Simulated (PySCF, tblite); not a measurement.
# C₄H₄Cl₂FS radical: geometry, infrared bands and EPR parameters

Wanted: the infrared bands and EPR parameters of C₄H₄Cl₂FS radical (`F[C@@](Cl)(CCl)C[C]=S`), by calculation.

The runs use tblite 0.8.0 and PySCF 2.14.0, with density-fitted response routines of our own; the level of theory stands in each step. All values are computed, except where a source is named. Atoms count from 0, in the outputs and in this text.

### 1 The starting structure

12 atoms, charge 0, multiplicity 2; geometry from: force field or distance geometry start.

Bonds of the start (Å): F0–C1 1.36, C1–Cl2 1.79, C1–C3 1.53, C3–Cl4 1.80, C1–C5 1.54, C5–C6 1.47, C6–S7 1.80, C3–H8 1.10, C3–H9 1.09, C5–H10 1.10, C5–H11 1.10.

### 2 Relaxing the molecule with GFN2-xTB

Job settings and geometry (Å):

```
{"job": {"kind": "relax", "xc": "GFN2-xTB", "basis": "xTB"}, "charge": 0, "multiplicity": 2}
F      0.226500     0.937000    -1.564000
C     -0.354500     0.642400    -0.364600
Cl    -1.450700     1.995400     0.044600
C     -1.147900    -0.651300    -0.540600
Cl    -1.874200    -1.277200     0.981900
C      0.760300     0.591900     0.690100
C      1.732700    -0.478600     0.422400
S      2.914200    -1.799900     0.110200
H     -0.506400    -1.455000    -0.937200
H     -1.959900    -0.517600    -1.253100
H      1.307800     1.542900     0.679900
H      0.353300     0.469200     1.704400
```

Command:

```
OMP_NUM_THREADS=1 python probes_run.py task.json out
```

The driver reads the jobs from task.json and runs them one after another.

**Question.** This job is followed by: GFN2-xTB harmonic vibrations, gas phase; UKS B3LYP, pcH-1 on C Cl F H S, non-relativistic, mean-field spin-orbit, GIAO. Predict these results of the whole session: strongest single infrared mode (GFN2-xTB); zero-point energy (GFN2-xTB); g(iso) (B3LYP); ⟨S²⟩; largest a(iso); potential on the surface of density 0.002 e/bohr³, 1st and 99th percentile; property runs in this session.

The runs gave:

| quantity | value |
| --- | --- |
| strongest single infrared mode (GFN2-xTB) | 1022 cm⁻¹, 74 km/mol |
| zero-point energy (GFN2-xTB) | 43.5 kcal/mol |
| g(iso) (B3LYP) | 1.99335 |
| ⟨S²⟩ | 0.755 (exact 0.75) |
| largest a(iso) | 13C on C6, 282.4 MHz |
| potential on the surface of density 0.002 e/bohr³, 1st and 99th percentile | -0.55 V and 1.30 V |
| property runs in this session | 1, of which 0 failed and 1 gave unsound results |

In words: Relaxing lowered the energy by 1.343 eV in 49 steps; the close pair that moved most is C6–S7, from 1.800 to 1.570 Å. All 30 modes are real, so the xTB geometry is a minimum. The strongest single mode, at 1022 cm⁻¹, has its largest shares on C1, F0, H10 and H11 (the list is cut at 4 atoms). Unscaled tight-binding wavenumbers are off by several per cent, some by more. Its intensities can rank the bands wrongly. C6 carries the largest spin population, 0.63 e. The isotropic g lies 9.0 ppt below the free-electron value. These values are not to be trusted: the run shows nearly degenerate orbitals, where second-order g theory doesn't apply. These values are for one conformer; the search (at its own cheap level) found 2 more, at 1.43, 2.20 kcal/mol, and measured spectra average over such forms.
